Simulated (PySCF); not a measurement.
**C₆H₄ClFO₂: runs on many settings**

Aim: see how C₆H₄ClFO₂ (`C[C@@H]1C(=O)C(F)=C(Cl)C1=O`) answers to the choice of functional, basis, grid and SCF options.

Computed with PySCF 2.14.0, with density-fitted response routines of our own, on a single molecule, in the gas phase or a continuum. Atoms are numbered from 0 throughout.

**1. The starting structure**

14 atoms, charge 0, multiplicity 1; geometry from: GFN2-xTB.

Bonds of the start (Å): C0–C1 1.53, C1–C2 1.52, C2–O3 1.20, C2–C4 1.48, C4–F5 1.33, C4–C6 1.35, C6–Cl7 1.69, C6–C8 1.49, C8–O9 1.20, C8–C1 1.52, C0–H10 1.09, C0–H11 1.09, C0–H12 1.09, C1–H13 1.09.

**2. Nuclear shieldings: PBE0/pcSseg-1**

What the job is given:

```
{"job": {"kind": "nmr", "xc": "PBE0", "basis": "pcSseg-1"}, "charge": 0, "multiplicity": 1}
C     -1.786970     0.205903     0.342952
C     -0.556605     0.034170    -0.555682
C      0.175939    -1.264859    -0.252837
O     -0.261464    -2.378974    -0.335949
C      1.537801    -0.871684     0.186193
F      2.437951    -1.773661     0.550568
C      1.715898     0.465487     0.159128
Cl     3.102245     1.348492     0.571583
C      0.467038     1.132717    -0.312830
O      0.305499     2.310522    -0.456741
H     -2.488383    -0.604080     0.162807
H     -1.497000     0.190682     1.390892
H     -2.269681     1.155014     0.127805
H     -0.882948     0.049798    -1.600057
```

Method: GIAO PBE0/pcSseg-1 NMR shielding, non-relativistic, gas phase.

The run is started by

```bash
$ OMP_NUM_THREADS=1 python probes_run.py task.json out
```

The driver reads the jobs from task.json and runs them one after another.

The log of the run:

```text
coarse grid: 13880 points
cycle   1  E = -940.3990672099  dE =  2.043e+00  |g| = 1.197e+00  |ddm| = 3.837e+00
cycle   2  E = -939.0560180020  dE =  1.343e+00  |g| = 2.889e+00  |ddm| = 5.262e+00
cycle   3  E = -940.6778646147  dE = -1.622e+00  |g| = 1.596e-01  |ddm| = 4.096e+00
cycle   4  E = -940.6807079635  dE = -2.843e-03  |g| = 1.175e-01  |ddm| = 2.271e-01
cycle   5  E = -940.6835689870  dE = -2.861e-03  |g| = 2.654e-02  |ddm| = 1.145e-01
cycle   6  E = -940.6837033900  dE = -1.344e-04  |g| = 1.135e-02  |ddm| = 3.482e-02
cycle   7  E = -940.6837325776  dE = -2.919e-05  |g| = 3.363e-03  |ddm| = 1.404e-02
cycle   8  E = -940.6837343928  dE = -1.815e-06  |g| = 1.442e-03  |ddm| = 4.707e-03
final grid: 134504 points
cycle   9  E = -940.7695399663  dE = -8.172e-06  |g| = 1.627e-02  |ddm| = 3.579e-02
cycle  10  E = -940.7693550055  dE =  1.850e-04  |g| = 3.530e-02  |ddm| = 4.738e-02
cycle  11  E = -940.7695892936  dE = -2.343e-04  |g| = 2.068e-03  |ddm| = 3.459e-02
cycle  12  E = -940.7695901977  dE = -9.042e-07  |g| = 3.618e-04  |ddm| = 1.941e-03
cycle  13  E = -940.7695902224  dE = -2.462e-08  |g| = 1.281e-04  |ddm| = 4.352e-04
cycle  14  E = -940.7695902254  dE = -3.008e-09  |g| = 5.266e-05  |ddm| = 1.546e-04
cycle  15  E = -940.7695902259  dE = -5.500e-10  |g| = 1.452e-05  |ddm| = 5.734e-05
converged SCF energy = -940.7695902259

GIAO shielding tensors (ppm)
atom      isotropic    diamagn.    paramagn.     s11        s22        s33       span
  0 C      171.098     245.543     -74.445    159.562    167.427    186.304     26.742
  1 C      136.127     254.977    -118.850    130.771    133.794    143.817     13.045
  2 C      -11.064     250.538    -261.603    -99.348    -16.427     82.582    181.930
  3 O     -326.147     396.866    -723.013  -1014.531   -370.641    406.730   1421.260
  4 C        9.089     250.875    -241.786    -86.299     38.718     74.848    161.148
  5 F      285.346     469.158    -183.811    180.446    224.792    450.802    270.356
  6 C       39.443     261.035    -221.592    -37.357     41.398    114.288    151.645
  7 Cl     763.163    1144.322    -381.159    542.224    837.986    909.280    367.056
  8 C      -10.640     246.974    -257.614    -97.711    -21.905     87.695    185.407
  9 O     -311.703     396.670    -708.373   -951.838   -379.139    395.866   1347.704
 10 H       30.075      28.898       1.177     25.453     28.085     36.686     11.233
 11 H       31.044      29.297       1.747     26.877     29.911     36.344      9.467
 12 H       30.034      28.924       1.111     25.347     28.228     36.527     11.181
 13 H       28.969      30.875      -1.906     26.454     27.356     33.097      6.643
```

It took 66 s on 1 thread of Intel Xeon at 2.70GHz, shared host; peak memory 0.94 GiB.

Shifts follow as δ = σ(reference) − σ, with reference shieldings (ppm) from runs at the same level and on the same kind of geometry: 1H TMS 31.72, 13C TMS 186.9, 19F CFCl3 170.9, 17O H2O 336.1, 35Cl HCl 950. The references are single molecules in the gas phase, so shifts against H2O, NH3, PH3, H3PO4 or CFCl3 are not on the usual liquid scales and can be off by tens of ppm. Atoms listed in one row are averaged.

```tsv
atoms	environment	σ (ppm)	δ (ppm)	δ scaled to CDCl3
C2	ketone carbonyl carbon	-11.1	198.0	191.3
C8	ketone carbonyl carbon	-10.6	197.6	190.9
C4	β carbon of a C=C–C=O unit	9.1	177.8	171.7
C6	β carbon of a C=C–C=O unit	39.4	147.5	142.0
C1	sp3 CH α to a carbonyl	136.1	50.8	47.7
C0	methyl carbon	171.1	15.8	13.5
H13	hydrogen on an sp3 CH α to a carbonyl	28.97	2.75	2.70
H10, H11, H12	hydrogen on a methyl carbon	30.38	1.33	1.36
O3	ketone oxygen	-326.1	662.2	–
O9	ketone oxygen	-311.7	647.8	–
F5	vinylic fluorine	285.3	-114.4	–
Cl7	chlorine bonded to C	763	187	–
```

The scaled column applies a straight-line fit of computed shieldings to shifts measured in CDCl3, with any fitted terms for Cl, Br or S neighbours, and one for carbons that bear F (root-mean-square error 0.16 ppm for H, 1.9 ppm for C).

The run also stored atomic charges by several schemes (e):

```tsv
atoms	Mulliken	IAO	Hirshfeld	ESP fit
C0	-0.20	-0.41	-0.11	-0.19
C1	-0.37	-0.21	-0.04	-0.04
C2	0.28	0.35	0.15	0.34
O3	-0.32	-0.37	-0.21	-0.40
C4	0.45	0.26	0.09	0.29
F5	-0.22	-0.22	-0.05	-0.14
C6	-0.34	-0.11	-0.01	-0.31
Cl7	0.04	0.07	0.03	0.07
C8	0.41	0.37	0.15	0.50
O9	-0.31	-0.38	-0.21	-0.43
```

Mayer bond orders: C0–C1 1.01, C1–C2 0.92, C2–O3 2.00, C2–C4 0.98, C4–F5 1.02, C4–C6 1.46, C6–Cl7 1.21, C6–C8 0.89, C8–O9 2.06, C8–C1 0.93.

Ring of atoms C1, C2, C4, C6, C8: NICS(0) 3.4, NICS(1) -2.5, NICS(1)zz -1.2 ppm (means of both faces).

Orbitals, density, ELF and potential are computed afterwards from the orbital file.

Frontier orbitals at PBE0/pcSseg-1, with the share of their density that lies nearest to each atom:

```tsv
orbital	energy (eV)	lies on
HOMO	-8.09	O3, O9 about 33 % each; C1 12 %
LUMO	-3.12	C2, C4, C6 about 17 % each; O3 16 %; O9 12 %
```

ELF in a plane through or near 7 of the atoms.

Values, 10 rows by 14 columns:
```
0.00 0.00 0.00 0.00 0.00 0.00 0.00 0.00 0.00 0.00 0.00 0.00 0.00 0.00
0.00 0.00 0.00 0.01 0.00 0.00 0.05 0.03 0.00 0.00 0.00 0.00 0.00 0.00
0.00 0.01 0.21 0.64 0.51 0.05 0.74 0.64 0.24 0.00 0.00 0.00 0.00 0.00
0.00 0.14 0.78 0.28 0.80 0.03 0.58 0.64 0.07 0.56 0.96 0.03 0.00 0.00
0.00 0.31 0.88 0.80 0.84 0.26 0.63 0.59 0.39 0.93 0.96 0.15 0.00 0.00
0.00 0.01 0.03 0.02 0.47 0.81 0.13 0.46 0.72 0.47 0.94 0.25 0.00 0.00
0.00 0.00 0.20 0.83 0.71 0.51 0.69 0.56 0.04 0.71 0.99 0.36 0.00 0.00
0.00 0.00 0.05 0.51 0.83 0.03 0.48 0.73 0.61 0.01 0.01 0.00 0.00 0.00
0.00 0.00 0.00 0.01 0.03 0.00 0.52 0.55 0.21 0.00 0.00 0.00 0.00 0.00
0.00 0.00 0.00 0.00 0.00 0.00 0.00 0.00 0.00 0.00 0.00 0.00 0.00 0.00
```
The map spans 11.3 Å across and 10.0 Å up, centred on the molecule. Atoms in the plane (x, y in Å): C0 (1.8, 0.1), C4 (-1.6, -0.8), F5 (-2.6, -1.7), C6 (-1.7, 0.6), Cl7 (-3.1, 1.5), H10 (2.4, -0.7), H12 (2.3, 1.0).

On the surface of density 0.002 e/bohr³ the electrostatic potential runs, from the 1st to the 99th percentile, from -1.24 V near O9 to 1.45 V near C2.

**3. Ultraviolet spectrum: PBE0/def2-SVPD**

Settings changed since step 2:

```diff
@@ -1,2 +1,2 @@
-{"job": {"kind": "nmr", "xc": "PBE0", "basis": "pcSseg-1"}, "charge": 0, "multiplicity": 1}
+{"job": {"kind": "uv", "xc": "PBE0", "basis": "def2-SVPD", "nstates": 6, "ntriplets": 2}, "charge": 0, "multiplicity": 1}
 C     -1.786970     0.205903     0.342952
```

Level: TDDFT PBE0/def2-SVPD, vertical, gas phase, core orbitals frozen in the response.

The log of the run:

```text
coarse grid: 13880 points
cycle   1  E = -939.9775601842  dE =  1.958e+00  |g| = 1.145e+00  |ddm| = 7.019e+00
cycle   2  E = -938.6764715585  dE =  1.301e+00  |g| = 2.802e+00  |ddm| = 8.119e+00
cycle   3  E = -940.2449077775  dE = -1.568e+00  |g| = 1.482e-01  |ddm| = 6.741e+00
cycle   4  E = -940.2473352176  dE = -2.427e-03  |g| = 1.112e-01  |ddm| = 4.405e-01
cycle   5  E = -940.2500129461  dE = -2.678e-03  |g| = 2.391e-02  |ddm| = 2.108e-01
cycle   6  E = -940.2501254091  dE = -1.125e-04  |g| = 1.056e-02  |ddm| = 6.811e-02
cycle   7  E = -940.2501517350  dE = -2.633e-05  |g| = 3.059e-03  |ddm| = 2.480e-02
cycle   8  E = -940.2501533162  dE = -1.581e-06  |g| = 1.342e-03  |ddm| = 5.965e-03
final grid: 134504 points
cycle   9  E = -940.3750157476  dE = -5.796e-06  |g| = 1.523e-02  |ddm| = 1.463e-01
cycle  10  E = -940.3748455517  dE =  1.702e-04  |g| = 3.321e-02  |ddm| = 7.254e-02
cycle  11  E = -940.3750613334  dE = -2.158e-04  |g| = 1.930e-03  |ddm| = 5.195e-02
cycle  12  E = -940.3750621968  dE = -8.635e-07  |g| = 2.155e-04  |ddm| = 3.329e-03
cycle  13  E = -940.3750622042  dE = -7.418e-09  |g| = 1.219e-04  |ddm| = 8.057e-04
cycle  14  E = -940.3750622071  dE = -2.835e-09  |g| = 4.322e-05  |ddm| = 3.336e-04
cycle  15  E = -940.3750622075  dE = -3.788e-10  |g| = 1.257e-05  |ddm| = 8.551e-05
converged SCF energy = -940.3750622075

Static polarisability (au): isotropic 90.672, principal 59.451 93.581 118.984

Singlet excitations
state   eV       nm        f      main configurations
  1   3.2225    384.7   0.00005   H->L 0.96
  2   3.7232    333.0   0.00000   H-2->L 0.86
  3   4.9226    251.9   0.23717   H-1->L 0.89
  4   5.3569    231.4   0.00032   H->L+1 0.68, H-3->L 0.21
  5   5.6920    217.8   0.00009   H-3->L 0.78, H->L+1 0.21
  6   6.0103    206.3   0.00283   H-2->L+1 0.84

Triplet excitations (Tamm-Dancoff, eV): 2.7728 3.0988
```

Run time: 80 s. Hardware: 1 thread of Intel Xeon at 2.70GHz, shared host; peak memory 1 GiB.

The orbitals next to the gap, with their largest atomic shares:

```tsv
orbital	eV	atoms
HOMO−3	-10.17	Cl7 75 %, O9 8 %, C6 8 %
HOMO−2	-8.68	O3 25 %, O9 21 %, C1 9 %
HOMO−1	-8.63	Cl7 27 %, C6 20 %, C4 20 %
HOMO	-8.14	O9 32 %, O3 30 %, C1 12 %
LUMO	-3.21	C6 17 %, O3 16 %, C4 16 %
LUMO+1	-1.03	C8 20 %, O9 15 %, C2 13 %
LUMO+2	-0.15	Cl7 38 %, C6 20 %, C4 16 %
```

With each of the 6 states as a Gaussian band of 0.4 eV half-width at 1/e, the curve within the window shown has maxima at 251 nm (ε 9,600) L/(mol cm). Beyond the last state computed it falls off for lack of states. The curve at chosen wavelengths:

(nm, ε (L/mol/cm)): (196, 66), (207, 126), (218, 347), (229, 2298), (240, 6849), (251, 9604), (262, 7498), (273, 3730), (284, 1312), (295, 354), (306, 78), (317, 15), (328, 3), (340, 1), (351, 1), (362, 2), (373, 2), (384, 2), (395, 2), (406, 2), (417, 1), (428, 1), (439, 1), (450, 1), (461, 0), (472, 0)

Leading natural transition orbitals of singlet state 3: the hole lies on Cl7 38 %; C4 22 %; C6 16 %; the particle on C2, C8 about 17 % each; O3, O9 about 16 % each; C4, C6 about 13 % each.

Leading natural transition orbitals of singlet state 1: the hole lies on O3 38 %; O9 29 %; C1 12 %; the particle on C2, C4, C6 about 16 % each; O3 17 %; C8 13 %.

Further results of this job:

```tsv
property	computed
dipole moment (D)	0.64
polarisability (Å³)	13.44
HOMO–LUMO gap (eV)	4.92
−ε(HOMO) (eV)	8.14
```

(Part 1 of 2 ends here.)
